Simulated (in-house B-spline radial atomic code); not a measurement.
# W⁵⁺: a fraction of an electron removed from 5d, part 2 of 2

How does the HSE06 energy of W⁵⁺ change when part of an electron is removed from 5d?

Calculated with an in-house B-spline radial atomic code; scalar-relativistic (X2C) HSE06, spin-polarised. How does the HSE06 energy of W⁵⁺ change when part of an electron is removed from 5d?

**10. 0.84 electron removed from 5d**

Settings of the run:

```ini
Z = 74
electrons = 68.16
configuration = [Xe] 4f14 5d0.16
hamiltonian = x2c
method = hse06
spin_polarised = True
nucleus = fermi
rms_radius = 5.3658
mass_number = 184
atomic_mass = 183.95093318
speed_of_light = 137.035999084
```

Result record:

```text
{
  "status": "converged",
  "scf [iteration, energy, orbital gradient]": [
    [1, -16131.3050563, 0.51],
    [2, -16131.6739715, 0.47],
    [3, -16136.0574507, 0.0922],
    [4, -16136.1413864, 0.0215],
    [5, -16136.1415936, 0.0174],
    [6, -16136.1483085, 0.00241],
    [7, -16136.1483693, 0.000294],
    [8, -16136.1483703, 2.32e-05],
    [9, -16136.1483703, 1.79e-06],
    [10, -16136.1483703, 3.58e-08]
  ],
  "energy [hartree]": {"total": -16136.1483703, "kinetic": 18188.6808315, "nuclear": -40142.1037475, "coulomb": 6143.18567369, "exact_exchange": -79.2602026932, "xc": -246.65092528},
  "orbitals [hartree, bohr; first row names the columns]": [
    ["name", "occ", "eps", "<r>"],
    ["1s up", 1.0, -2553.7027, 0.017542],
    ["1s down", 1.0, -2553.7027, 0.017542],
    ["2s up", 1.0, -444.26888, 0.076755],
    ["2s down", 1.0, -444.26837, 0.076755],
    ["2p up", 3.0, -390.13379, 0.06888],
    ["2p down", 3.0, -390.13334, 0.06888],
    ["3s up", 1.0, -104.9877, 0.20042],
    ["3s down", 1.0, -104.98759, 0.20042],
    ["3p up", 3.0, -88.796283, 0.20046],
    ["3p down", 3.0, -88.796151, 0.20046],
    ["3d up", 5.0, -69.542991, 0.18233],
    ["3d down", 5.0, -69.542629, 0.18233],
    ["4s up", 1.0, -24.101199, 0.44968],
    ["4s down", 1.0, -24.100726, 0.44968],
    ["4p up", 3.0, -18.738325, 0.47709],
    ["4p down", 3.0, -18.737865, 0.47709],
    ["4d up", 5.0, -11.757371, 0.51161],
    ["4d down", 5.0, -11.756726, 0.5116],
    ["5s up", 1.0, -5.6661986, 1.0518],
    ["5s down", 1.0, -5.6610836, 1.0514],
    ["5p up", 3.0, -4.2521458, 1.1946],
    ["5p down", 3.0, -4.2453111, 1.1941],
    ["4f up", 7.0, -4.0618414, 0.5982],
    ["4f down", 7.0, -4.0608919, 0.59792],
    ["5d up", 0.16, -2.4754073, 1.5529]
  ],
  "sum_r [bohr^k]": {"-1": 561.1102, "1": 30.79729, "2": 24.58384},
  "energy_minus_base [hartree]": 1.91003832
}
```

Run time: 0.97 s. Hardware: 1 thread, shared host.

**11. 0.97 electron removed from 5d**

Changes to the settings of step 10:

```diff
@@ -1,4 +1,4 @@
 Z = 74
-electrons = 68.16
-configuration = [Xe] 4f14 5d0.16
+electrons = 68.03
+configuration = [Xe] 4f14 5d0.03
 hamiltonian = x2c
```

Result record:

```text
{
  "status": "converged",
  "scf [iteration, energy, orbital gradient]": [
    [1, -16130.3031684, 0.515],
    [2, -16130.5944099, 0.514],
    [3, -16135.728451, 0.0949],
    [4, -16135.8149887, 0.0229],
    [5, -16135.8160232, 0.0169],
    [6, -16135.822337, 0.00351],
    [7, -16135.82246, 0.000302],
    [8, -16135.822461, 2.86e-05],
    [9, -16135.8224611, 2.11e-06],
    [10, -16135.8224611, 3.46e-08]
  ],
  "energy [hartree]": {"total": -16135.8224611, "kinetic": 18188.375329, "nuclear": -40135.9553552, "coulomb": 6137.60255878, "exact_exchange": -79.2517873579, "xc": -246.593206275},
  "orbitals [hartree, bohr; first row names the columns]": [
    ["name", "occ", "eps", "<r>"],
    ["1s up", 1.0, -2553.7861, 0.017542],
    ["1s down", 1.0, -2553.7862, 0.017542],
    ["2s up", 1.0, -444.35251, 0.076755],
    ["2s down", 1.0, -444.35241, 0.076755],
    ["2p up", 3.0, -390.21749, 0.06888],
    ["2p down", 3.0, -390.2174, 0.06888],
    ["3s up", 1.0, -105.07021, 0.20042],
    ["3s down", 1.0, -105.07019, 0.20042],
    ["3p up", 3.0, -88.878802, 0.20046],
    ["3p down", 3.0, -88.878777, 0.20046],
    ["3d up", 5.0, -69.62558, 0.18233],
    ["3d down", 5.0, -69.625511, 0.18233],
    ["4s up", 1.0, -24.183052, 0.44968],
    ["4s down", 1.0, -24.182962, 0.44968],
    ["4p up", 3.0, -18.820177, 0.47709],
    ["4p down", 3.0, -18.82009, 0.47709],
    ["4d up", 5.0, -11.839074, 0.5116],
    ["4d down", 5.0, -11.838951, 0.5116],
    ["5s up", 1.0, -5.7423061, 1.0507],
    ["5s down", 1.0, -5.741335, 1.0506],
    ["5p up", 3.0, -4.324671, 1.1924],
    ["5p down", 3.0, -4.3233746, 1.1923],
    ["4f up", 7.0, -4.1429825, 0.59774],
    ["4f down", 7.0, -4.1428019, 0.59769],
    ["5d up", 0.03, -2.5385209, 1.5451]
  ],
  "sum_r [bohr^k]": {"-1": 561.0271, "1": 30.57619, "2": 24.17784},
  "energy_minus_base [hartree]": 2.2359476
}
```

Wall time 0.97 s (1 thread, shared host).

**12. 1 electron removed from 5d**

Changes to the settings of step 11:

```diff
@@ -1,4 +1,4 @@
 Z = 74
-electrons = 68.03
-configuration = [Xe] 4f14 5d0.03
+electrons = 68.0
+configuration = [Xe] 4f14
 hamiltonian = x2c
```

Result record:

```text
{
  "status": "converged",
  "scf [iteration, energy, orbital gradient]": [
    [1, -16130.0563629, 0.522],
    [2, -16130.3290534, 0.524],
    [3, -16135.651482, 0.0954],
    [4, -16135.7384929, 0.0232],
    [5, -16135.7397467, 0.0167],
    [6, -16135.7459366, 0.00381],
    [7, -16135.746086, 0.000304],
    [8, -16135.746087, 2.99e-05],
    [9, -16135.746087, 2.18e-06],
    [10, -16135.746087, 3.33e-08]
  ],
  "energy [hartree]": {"total": -16135.746087, "kinetic": 18188.3037097, "nuclear": -40134.5297684, "coulomb": 6136.30975299, "exact_exchange": -79.2499014745, "xc": -246.579879803},
  "orbitals [hartree, bohr; up spins, the down spins are equal]": [
    ["name", "occ", "eps", "<r>"],
    ["1s up", 1.0, -2553.8055, 0.017542],
    ["2s up", 1.0, -444.3719, 0.076755],
    ["2p up", 3.0, -390.23689, 0.06888],
    ["3s up", 1.0, -105.08934, 0.20042],
    ["3p up", 3.0, -88.897932, 0.20046],
    ["3d up", 5.0, -69.644726, 0.18233],
    ["4s up", 1.0, -24.202025, 0.44968],
    ["4p up", 3.0, -18.839149, 0.47709],
    ["4d up", 5.0, -11.85801, 0.51159],
    ["5s up", 1.0, -5.7599275, 1.0504],
    ["5p up", 3.0, -4.3414576, 1.1918],
    ["4f up", 7.0, -4.1617867, 0.59764]
  ],
  "sum_r [bohr^k]": {"-1": 561.0079, "1": 30.52542, "2": 24.08516},
  "energy_minus_base [hartree]": 2.31232162
}
```

It took 0.93 s on 1 thread, shared host.

**13. The energy along the path**

What follows sums up all 2 parts.

| fraction | energy change (eV) | less the straight line (eV) | level 5d up (eV) | sum of <r²> (bohr²) |
| --- | --- | --- | --- | --- |
| 0 | 0.0000 | 0.0000 | -56.452 | 27.388 |
| 0.03 | 1.6994 | -0.1882 | -56.835 | 27.282 |
| 0.2 | 11.5463 | -1.0380 | -59.014 | 26.690 |
| 0.28 | 16.3087 | -1.3093 | -60.045 | 26.417 |
| 0.39 | 22.9920 | -1.5474 | -61.469 | 26.045 |
| 0.5 | 29.8322 | -1.6285 | -62.899 | 25.680 |
| 0.58 | 34.9059 | -1.5885 | -63.944 | 25.417 |
| 0.64 | 38.7661 | -1.5036 | -64.729 | 25.222 |
| 0.84 | 51.9748 | -0.8793 | -67.359 | 24.584 |
| 0.97 | 60.8432 | -0.1906 | -69.077 | 24.178 |
| 1 | 62.9215 | 0.0000 | empty | 24.085 |

What this shows: From fraction 0 to 1 the energy changes by 62.921 eV. It sags under the straight line by up to 1.63 eV (at 0.5); exact theory is straight between whole electron numbers, so this convex bend is an error (delocalisation) that favours fractional charges. Slater's transition state, the slope from the orbital energy at fraction 0.5 (Janak's theorem), gives 62.899 eV for the whole step. The tabulated ionisation energy is 64.77 ± 0.04 eV (semi-empirical; NIST Atomic Spectra Database), so the whole step is off by -1.85 eV, and minus the highest level at fraction 0 (56.452 eV) by -8.32 eV. Spin-orbit coupling is left out. Open shells are averaged (over orientations, and over spins where the run is restricted), while tables refer to the lowest levels. Here exact exchange is taken at spherical fractional occupations, which leaves self-interaction in open p, d and f shells; that spoils the energies somewhat, at whole numbers too.
